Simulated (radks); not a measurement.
**Cr²⁺ in [Ar] 3d4: an all-electron calculation**

One table from this session's results is given with a row withheld; the runs are named, their logs left out.

Program: radks (a radial shooting solver on a logarithmic mesh, Libxc functionals) version 1. Level of theory: scalar-relativistic Kohn-Sham, PBE, spin-polarised, spherical densities, finite nucleus; open shells are filled with parallel spins first. These are calculated values, not measurements, unless marked.

**The atom as given**

- element: chromium (Z = 24)
- charge: +2
- electrons: 22
- configuration: [Ar] 3d4
- nuclear rms radius: 3.6452 fm

Outer shells as boxes (Hund's rule):

Cr²⁺
```
[Ar] core
3d [↑ ][↑ ][↑ ][↑ ][  ]
```

Set-up of the first run:

Input:

```text
Z 24
configuration [Ar] 3d4
relativity scalar-relativistic
functional pbe,pbe
spin polarised
nucleus finite rms 3.6452 fm
c 137.035999084
```

One table of the session follows, with a row left open; its other results are not shown here.

It belongs to the step «Shells». Sizes of the orbitals, from the radial functions (bohr):

```
  level      <r>  outermost maximum (interpolated)  90 % within  nodes
1s down  0.06355                            0.0416        0.113      0
  1s up  0.06355                            0.0416        0.113      0
  2s up   0.2933                             0.244        0.455      1
2s down        ?                                 ?            ?      ?
  2p up   0.2601                             0.198        0.427      0
2p down   0.2596                             0.198        0.426      0
  3s up   0.8974                             0.776         1.34      2
3s down   0.8993                             0.776         1.35      2
  3p up   0.9552                             0.796         1.47      1
3p down   0.9596                             0.797         1.48      1
  3d up    1.211                             0.818         2.07      0
3d down    1.259                             0.826         2.18      0
```

Estimate the missing values for 2s down.

The run gave: <r>: 0.2929; outermost maximum (interpolated): 0.243; 90 % within: 0.454; nodes: 1. In the column «<r>» it lies between 2p up (0.2601) and 2s up (0.2933).

To keep in mind: Open shells are spherical and high-spin; term and fine-structure splittings are not resolved.
